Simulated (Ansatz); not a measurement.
# CH₄ClF₃MoO₂: how energies converge with the basis set

An exercise on one series of results from a longer session: the logs are not shown, and one member is left open.

Program: Ansatz 0.2.0, Gaussian basis. Level of theory: one geometry, several basis sets. These are calculated values, not measurements.

Levels to be run: PBE0-D4/def2-SVP; ωB97M-V/def2-SVP; PBE0-D4/def2-QZVPP; ωB97M-V/def2-QZVPP; the functionals' def2-TZVPP values are taken from earlier runs.

### Structure used throughout

All runs share one geometry, relaxed beforehand with PBE0-D4 in a triple-zeta def2 set. Mo takes the def2 core potential; no spin-orbit term is included.

SMILES `C[O][Mo]([OH])([F])([F])([F])[Cl]`, 12 atoms, charge 0, spin multiplicity 1.

Atoms are counted from 1 here; the program's logs count them from 0.

Bond lengths: C1–O2 1.394 Å, C1–H9 1.094 Å, C1–H10 1.096 Å, C1–H11 1.091 Å, O2–Mo3 1.794 Å, Mo3–O4 1.871 Å, Mo3–F5 1.853 Å, Mo3–F6 1.846 Å, Mo3–F7 1.846 Å, Mo3–Cl8 2.317 Å, O4–H12 0.964 Å. Angles: O2–C1–H9 108.6°, O2–C1–H10 108.0°, O2–C1–H11 109.0°, H9–C1–H10 109.8°, H9–C1–H11 110.7°, H10–C1–H11 110.7°, C1–O2–Mo3 144.2°, O2–Mo3–O4 86.2°, O2–Mo3–F5 166.9°, O2–Mo3–F6 101.8°, O2–Mo3–F7 95.0°, O2–Mo3–Cl8 87.0°, O4–Mo3–F5 82.6°, O4–Mo3–F6 171.9°, O4–Mo3–F7 93.5°, O4–Mo3–Cl8 94.9°, F5–Mo3–F6 89.7°, F5–Mo3–F7 92.4° and more.

Coordinates:

```
C     1.65978   -1.07168    0.24135
O     0.97135    0.12564    0.05589
Mo   -0.65895    0.87220   -0.01084
O    -1.11909   -0.53432   -1.15621
F    -2.47074    1.24327   -0.12766
F    -0.43247    2.36729    1.04842
F    -0.25502    2.02000   -1.39896
Cl   -1.13897   -0.29080    1.93484
H     1.34922   -1.77697   -0.53486
H     1.39425   -1.46536    1.22872
H     2.73129   -0.87813    0.17881
H    -2.03066   -0.61115   -1.45950
```

The first run:

The input, in.yaml:

```yaml
crystal:
  periodic: [false, false, false]
  atoms:
    - {symbol: C, position_ang: [1.659778, -1.071685, 0.241353]}
    - {symbol: O, position_ang: [0.971354, 0.125636, 0.055893]}
    - {symbol: Mo, position_ang: [-0.658947, 0.872204, -0.010838]}
    - {symbol: O, position_ang: [-1.119087, -0.534317, -1.156206]}
    - {symbol: F, position_ang: [-2.470737, 1.243275, -0.127663]}
    - {symbol: F, position_ang: [-0.432472, 2.367289, 1.048419]}
    - {symbol: F, position_ang: [-0.255024, 2.020003, -1.398960]}
    - {symbol: Cl, position_ang: [-1.138969, -0.290795, 1.934844]}
    - {symbol: H, position_ang: [1.349219, -1.776973, -0.534856]}
    - {symbol: H, position_ang: [1.394246, -1.465360, 1.228716]}
    - {symbol: H, position_ang: [2.731292, -0.878131, 0.178808]}
    - {symbol: H, position_ang: [-2.030663, -0.611147, -1.459499]}
basis:
  gaussian: {orbitals: def2-SVP}
hamiltonian: {xc: pbe0, dispersion: d4}
output: {orbitals: {seedname: orbitals}}
```

Command:

```sh
$ ansatz run in.yaml --threads 2 --pin off --events-out ev --progress --plain --max-ram 32768MiB --backend cpu
```

Among the steps run: PBE0-D4 in def2-SVP; ωB97M-V in def2-SVP; PBE0-D4 in def2-QZVPP; ωB97M-V in def2-QZVPP.

One of the session's tables, all rows but one given; the rest of the session is left out.

It belongs to the step «Density functionals: the series». 

```
functional       basis  HOMO (eV)  LUMO (eV)
   PBE0-D4    def2-SVP      -9.10      -4.39
   PBE0-D4  def2-TZVPP      -9.11      -4.33
   PBE0-D4  def2-QZVPP          ?          ?
   ωB97M-V    def2-SVP     -11.30      -2.36
   ωB97M-V  def2-TZVPP     -11.35      -2.31
   ωB97M-V  def2-QZVPP     -11.35      -2.30
```

Q: Estimate the row for PBE0-D4, def2-QZVPP from the others.

The run gave: HOMO (eV): -9.11; LUMO (eV): -4.32.
